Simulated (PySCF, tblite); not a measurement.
# C3H11BGeO: geometry, infrared bands and NMR shifts

Wanted: the infrared bands and NMR shifts of C3H11BGeO (`CC[BH][GeH2][O]C`), by calculation.

The runs use tblite 0.8.0 and PySCF 2.14.0, with density-fitted response routines of our own; the level of theory stands in each step. All values are computed, except where a source is named. Atoms count from 0, in the outputs and in this text.

## 1. The molecule as given

17 atoms, charge 0, multiplicity 1; geometry from: force field or distance geometry start.

Bonds of the start (Å): C0–C1 1.51, C1–B2 1.61, B2–Ge3 2.02, Ge3–O4 1.76, O4–C5 1.38, C0–H6 1.11, C0–H7 1.10, C0–H8 1.11, C1–H9 1.09, C1–H10 1.10, B2–H11 1.20, Ge3–H12 1.56, Ge3–H13 1.54, C5–H14 1.13, C5–H15 1.11, C5–H16 1.10.

## 2. Geometry optimisation with GFN2-xTB

What the job is given:

```
{"job": {"kind": "relax", "xc": "GFN2-xTB", "basis": "xTB"}, "charge": 0, "multiplicity": 1}
C     -2.791600    -0.091500    -0.714100
C     -1.868100     0.460500     0.349500
B     -0.865400    -0.705800     0.839300
Ge     1.123900    -0.366600     0.937100
O      1.688600     0.280700    -0.598000
C      3.055700     0.465000    -0.677400
H     -3.475900     0.709100    -1.080000
H     -3.343200    -0.926000    -0.259500
H     -2.130600    -0.492200    -1.508800
H     -1.277100     1.289400    -0.044300
H     -2.521300     0.788300     1.176300
H     -1.188300    -1.796900     0.473700
H      1.827300    -1.725100     1.235600
H      1.437100     0.541700     2.146400
H      3.336800     1.551800    -0.550100
H      3.347100     0.229400    -1.718300
H      3.638000    -0.200000    -0.017100
```

On the command line:

```bash
$ OMP_NUM_THREADS=1 python probes_run.py task.json out
```

The driver reads the jobs from task.json and runs them one after another.

**Question.** This job is followed by: GFN2-xTB harmonic vibrations, gas phase; GIAO PBE0/pcSseg-1 NMR shielding, non-relativistic, gas phase. Predict these results of the whole session: strongest single infrared mode (GFN2-xTB); zero-point energy (GFN2-xTB); ¹³C shifts against TMS (PBE0/pcSseg-1); ¹H shifts against TMS (PBE0/pcSseg-1, means over atoms taken as alike); ¹¹B shifts against BF3·OEt2 (PBE0/pcSseg-1); ⁷³Ge shifts against GeMe4 (PBE0/pcSseg-1); ¹⁷O shifts against H2O (PBE0/pcSseg-1).

The runs gave:

| quantity | value |
| --- | --- |
| strongest single infrared mode (GFN2-xTB) | 1828 cm⁻¹, 679 km/mol |
| zero-point energy (GFN2-xTB) | 81.8 kcal/mol |
| ¹³C shifts against TMS (PBE0/pcSseg-1) | 59.6, 35.7, 14.8 ppm |
| ¹H shifts against TMS (PBE0/pcSseg-1, means over atoms taken as alike) | 9.97, 5.22, 3.74, 2.48, 1.33 ppm |
| ¹¹B shifts against BF3·OEt2 (PBE0/pcSseg-1) | 114.4 ppm |
| ⁷³Ge shifts against GeMe4 (PBE0/pcSseg-1) | -72 ppm |
| ¹⁷O shifts against H2O (PBE0/pcSseg-1) | -25.6 ppm |

The optimisation took 228 steps and gained 0.775 eV; among the close pairs (by a distance rule), C1–B2 changed most, from 1.614 to 1.556 Å. All 45 modes are real, so the xTB geometry is a minimum. The strongest single mode, at 1828 cm⁻¹, moves mainly H13 and H12. GFN2-xTB is a fitted tight-binding method: band positions and strengths are rough. Its intensities can rank the bands wrongly. At PBE0/pcSseg-1: Shielding is most anisotropic at Ge3 (span 578 ppm, paramagnetic term -1354 ppm). Spin-orbit coupling is left out, which matters for shieldings and couplings at and beside the heavy atoms.
